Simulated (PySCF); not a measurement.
# Gd(SH)2: other functionals and bases at one geometry

An exercise on one series of results from a longer session: the logs are not shown, and one member is left open.

Program: PySCF 2.14.0. Level of theory: several levels, as the steps say, no spin–orbit coupling. These are calculated values, not measurements.

1 further run of the same task is left out (for a known fault of the program).

## Where the work starts

5 atoms, charge 0, spin multiplicity 1.

Bond lengths: Gd1–S2 2.737 Å, Gd1–S4 2.737 Å, S2–H3 1.355 Å, S4–H5 1.355 Å. Angles: S2–Gd1–S4 126.4°, Gd1–S2–H3 94.8°, Gd1–S4–H5 94.8°.

As a file:

```xyz
5

Gd    0.0000    0.0000   -0.3332
S     2.4434   -0.0355    0.9005
H     3.1404   -0.2797   -0.2357
S    -2.4434    0.0355    0.9005
H    -3.1404    0.2797   -0.2357
```

Formal oxidation states: Gd +2. Each metal's 8 4f electrons lie in its core potential, so multiplicities, spins and levels count the valence alone. For divalent La, Ce, Gd or Lu the extra electron is normally 5d or 6s, so this core forces an excited configuration. An earlier session relaxed this geometry at PBE0, Gd lcecp-0-SVP with ECP54, S def2-SVP, H def2-SVP (singlet, point group C2).

At PBE0 on the finer grid: E = -827.034478 Eh, frontier levels not given, since the 4f levels lie in the core, Mulliken charge on Gd1 +0.70 e, largest force component 0.005 eV/Å. 

Levels to run: M06-L; TPSS; PBE0, TZVP. Hardware: 2 threads of Intel Xeon Platinum 8259CL at 2.50GHz (Skylake/Cascade Lake), shared host.

The first run:

The input, run.py (the lines that set the calculation):

```python
mol = gto.M(atom='''
Gd     0.00000     0.00000    -0.33325
S      2.44338    -0.03545     0.90049
H      3.14039    -0.27969    -0.23566
S     -2.44338     0.03545     0.90049
H     -3.14039     0.27969    -0.23566''',
    basis={'Gd': 'lcecp-0-SVP', 'S': 'def2-SVP', 'H': 'def2-SVP'},
    ecp={'Gd': 'lcecp-0-SVP'},
    charge=0, spin=0)
mf = dft.RKS(mol, xc='M06L')
mf.grids.atom_grid = (75, 302)  # f atoms: unpruned, at least (60, 302)
mf = mf.density_fit()  # fitting sets: Gd AutoAux, S def2-universal-JKFIT, H def2-universal-JKFIT
mf.conv_tol = 1e-08; mf.max_cycle = 55
mf.kernel(dm0)  # dm0: the density of the relaxed state
```

Launch:

```bash
$ OMP_NUM_THREADS=2 python run.py
```

Steps of the session up to this table: M06-L; TPSS; PBE0, TZVP.

One of the session's tables, all rows but one given; the rest of the session is left out.

| level | charge on Gd1 (e) | dipole (D) | largest force component (eV/Å) |
| --- | --- | --- | --- |
| PBE0 (relaxed here) | 0.70 | 7.94 | 0.01 |
| M06-L | ? | ? | ? |
| TPSS | 0.66 | 7.70 | 0.20 |
| PBE0, TZVP | 1.07 | 7.85 | 0.20 |

**Question.** Estimate the row for M06-L.

As computed: charge on Gd1 (e): 0.82; dipole (D): 8.27; largest force component (eV/Å): 0.18. In the column «charge on Gd1 (e)» it lies between PBE0 (relaxed here) (0.70) and PBE0, TZVP (1.07).

The largest leftover force, 0.20 eV/Å with TPSS, stands at a geometry relaxed at another level. With 4f in the core, its levels are missing from HOMO and gap, and its count is fixed, so no charge can pass from the ligands into it. Total energies of different levels can't be compared.
